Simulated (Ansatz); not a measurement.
# FH2MoNS2: basis-set convergence

One table from this session's results is given with a row withheld; the runs are named, their logs left out.

Method: one geometry, several basis sets; program: Ansatz 0.2.0, Gaussian basis.

The runs, in order: PBE0-D4/def2-SVP; ωB97M-V/def2-SVP; PBE0-D4/def2-QZVPP; ωB97M-V/def2-QZVPP; the functionals' def2-TZVPP values are taken from earlier runs.

### The geometry

An earlier PBE0-D4 in a triple-zeta def2 set relaxation fixed the geometry. Mo takes the def2 core potential; no spin-orbit term is included.

SMILES `[NH2][Mo]([F])(=[S])=[S]`, 7 atoms, charge 0, spin multiplicity 1.

Atoms are counted from 1 here; the program's logs count them from 0.

Bond lengths: N1–Mo2 1.898 Å, N1–H6 1.010 Å, N1–H7 1.010 Å, Mo2–F3 1.846 Å, Mo2–S4 2.096 Å, Mo2–S5 2.096 Å. Angles: Mo2–N1–H6 123.4°, Mo2–N1–H7 123.4°, H6–N1–H7 112.2°, N1–Mo2–F3 110.4°, N1–Mo2–S4 107.5°, N1–Mo2–S5 107.5°, F3–Mo2–S4 110.4°, F3–Mo2–S5 110.4°, S4–Mo2–S5 110.5°.

As a file:

```
N    -0.64952    0.87516    0.46733
Mo    0.42296   -0.55027   -0.18146
F     1.26156   -1.41422    1.21737
S    -0.83904   -1.87462   -1.20548
S     1.84224    0.27120   -1.48761
H    -1.64066    0.79038    0.64075
H    -0.33614    1.83438    0.50350
```

The first run:

in.yaml reads:

```yaml
crystal:
  periodic: [false, false, false]
  atoms:
    - {symbol: N, position_ang: [-0.649520, 0.875156, 0.467330]}
    - {symbol: Mo, position_ang: [0.422965, -0.550273, -0.181456]}
    - {symbol: F, position_ang: [1.261559, -1.414224, 1.217372]}
    - {symbol: S, position_ang: [-0.839040, -1.874621, -1.205484]}
    - {symbol: S, position_ang: [1.842236, 0.271203, -1.487609]}
    - {symbol: H, position_ang: [-1.640657, 0.790383, 0.640750]}
    - {symbol: H, position_ang: [-0.336140, 1.834376, 0.503498]}
basis:
  gaussian: {orbitals: def2-SVP}
hamiltonian: {xc: pbe0, dispersion: d4}
output: {orbitals: {seedname: orbitals}}
```

Steps of the session up to this table: PBE0-D4 in def2-SVP; ωB97M-V in def2-SVP; PBE0-D4 in def2-QZVPP; ωB97M-V in def2-QZVPP.

One table of the session follows, with a row left open; its other results are not shown here.

It belongs to the step «Functionals by basis». 

| functional | basis | HOMO (eV) | LUMO (eV) |
| --- | --- | --- | --- |
| PBE0-D4 | def2-SVP | -7.43 | -3.23 |
| PBE0-D4 | def2-TZVPP | -7.44 | -3.27 |
| PBE0-D4 | def2-QZVPP | -7.45 | -3.28 |
| ωB97M-V | def2-SVP | -9.36 | -1.20 |
| ωB97M-V | def2-TZVPP | -9.40 | -1.29 |
| ωB97M-V | def2-QZVPP | ? | ? |

Q: Estimate the row for ωB97M-V, def2-QZVPP from the others.

As computed: HOMO (eV): -9.43; LUMO (eV): -1.32. In the column «HOMO (eV)» it is the lowest.
